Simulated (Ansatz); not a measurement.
This script for vertical spin-state energies of F₂ISn, SMILES [F][Sn]([F])[I] with Ansatz 0.2.0 through its Python package holds a mistake.

The script, `run_spin.py`:
```python
import ansatz as az


def main() -> None:
    molecule = (
        az.Crystal.molecule()
        .atom("F", (-0.8024, -0.5201, 1.6843))
        .atom("Sn", (0.2843, 0.3575, 0.3375))
        .atom("F", (1.69, -0.8565, -0.1569))
        .atom("I", (-1.1165, 0.9587, -1.8852))
    )

    base = (
        molecule.calculation()
        .basis(gaussian="def2-SVP")
        .correlation("mp2")
    )
    found = {}
    for unpaired in [1, 3]:
        rep = base.spin("collinear", total=unpaired).run(cores=2, threads=1, pin="off").report
        s = unpaired / 2
        found[unpaired] = rep["free_energy_ev"]
        print(f"2S+1 = {unpaired + 1}: E = {found[unpaired]:.5f} eV, <S^2> = {abs(rep['mean_field']['state']['spin_squared']):.3f} (pure state {s * (s + 1):.2f})")
    lowest = min(found, key=found.get)
    for unpaired, e in found.items():
        print(f"multiplicity {unpaired + 1}: {96.485332 * (e - found[lowest]):.1f} kJ/mol above the lowest")


if __name__ == "__main__":
    main()
```

Output of `python run_spin.py`:
```text
Traceback (most recent call last):
  File "run_spin.py", line 30, in <module>
    main()
    ~~~~^^
  File "run_spin.py", line 20, in main
    rep = base.spin("collinear", total=unpaired).run(cores=2, threads=1, pin="off").report
          ~~~~~~~~~~~~~~~~~~~~~~~~~~~~~~~~~~~~~~~~~~^^^^^^^^^^^^^^^^^^^^^^^^^^^^^^^
TypeError: Calculation.run() got an unexpected keyword argument 'cores'
```

Why does it end like this?

The fault: run() has no such keyword. The change:

```diff
--- before
+++ after
@@ -19,3 +19,3 @@
     for unpaired in [1, 3]:
-        rep = base.spin("collinear", total=unpaired).run(cores=2, threads=1, pin="off").report
+        rep = base.spin("collinear", total=unpaired).run(threads=1, pin="off").report
         s = unpaired / 2
```

With that change:

`python run_spin.py` gives:
```text
2S+1 = 2: E = -19303.03154 eV, <S^2> = 0.771 (pure state 0.75)
2S+1 = 4: E = -19297.32399 eV, <S^2> = 3.767 (pure state 3.75)
multiplicity 2: 0.0 kJ/mol above the lowest
multiplicity 4: 550.7 kJ/mol above the lowest
```

What to keep in mind:
- Total energies depend on the basis set; only differences at equal settings carry meaning.
- The geometry is a force-field or estimated start, not a minimum of this method, and the basis set is short of its limit. All parts are taken at fixed geometry, without zero-point energy.
- def2 sets replace the cores of elements past krypton by effective core potentials.
- The species is open-shell (spin multiplicity 2).
- Spin-orbit coupling, which mixes and shifts the spin states of heavy atoms, is left out.
- S² is that of the Hartree-Fock reference.
- The whole script took 20 s on 1 thread of Arm Neoverse V2, with other jobs on the host, peak memory 0.33 GiB.

(Lines on the test bed's own set-up are left out of the output.)
